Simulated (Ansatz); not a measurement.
# Ca3Si2N: the cost of one run

Program: Ansatz 0.2.0. Level of theory: DFT PBE, scalar-relativistic, plane waves, PAW. These are calculated values, not measurements.

### Step 1. The starting structure

The structure is tetragonal, space group P4mm (No. 99). Conventional cell: a = 5.071 Å, b = 5.071 Å, c = 4.616 Å, α = 90.00°, β = 90.00°, γ = 90.00°. Around Ca (site symmetry 4mm) lie 1 N at 1.80 Å and 4 Si at 2.54 Å. Ca (site symmetry 2mm) has 2 Si at 1.94 to 2.68 Å and 2 N at 2.65 Å as nearest neighbours. Si (site symmetry 2mm) has 4 Ca at 1.94 to 2.68 Å as nearest neighbours. N (site symmetry 4mm) has 1 Ca at 1.80 Å as nearest neighbours.

Coordinates:

```cif
data_structure
_symmetry_space_group_name_H-M 'P 1'
_symmetry_Int_Tables_number 1
_cell_length_a 5.0714
_cell_length_b 5.0714
_cell_length_c 4.6158
_cell_angle_alpha 90.000
_cell_angle_beta 90.000
_cell_angle_gamma 90.000
_cell_volume 118.71
loop_
_atom_site_label
_atom_site_type_symbol
_atom_site_fract_x
_atom_site_fract_y
_atom_site_fract_z
_atom_site_occupancy
Ca1 Ca 0.00000 0.00000 0.65827 1
Ca2 Ca 0.50000 0.00000 0.21361 1
Ca3 Ca 0.00000 0.50000 0.21361 1
Si1 Si 0.50000 0.00000 0.63332 1
Si2 Si 0.00000 0.50000 0.63332 1
N1 N 0.00000 0.00000 0.04725 1
```

Recipe of the guess: random cell by space group and Wyckoff sites (P4mm, No. 99). Lengths come from tabulated atomic sizes and are only a guess.

### Step 2. The guess as it stands, on a coarse mesh

input.yaml

```yaml
crystal:
  lattice:
    - [5.071388, 0.0, 0.0]
    - [0.0, 5.071388, 0.0]
    - [0.0, 0.0, 4.61580675]
  atoms:
    - { symbol: Ca, position: [0.0, 0.0, 0.65827212] }
    - { symbol: Ca, position: [0.5, 0.0, 0.21360846] }
    - { symbol: Ca, position: [0.0, 0.5, 0.21360846] }
    - { symbol: Si, position: [0.5, 0.0, 0.63331538] }
    - { symbol: Si, position: [0.0, 0.5, 0.63331538] }
    - { symbol: "N", position: [0.0, 0.0, 0.0472481] }
basis:
  ecutwfc: 420
kpoints:
  mp_grid: { grid: [4, 4, 4] }
hamiltonian:
  xc: pbe
scf:
  occupations: { method: gaussian, width: 0.1 }
  lower_state_search: "off"
output:
  forces: true
  stress: true
  eigenvalues: true
```

Launch:

```console
$ ansatz run input.yaml --threads 1 --pin off --max-ram 2560MiB --backend cpu --events-out ev --progress --plain --runs-dir out
```

What time and memory should one allow on 1 thread of Intel Xeon at 2.50GHz (Skylake/Cascade Lake), shared host?

About 9.8 s, with a peak of 0.35 GiB.
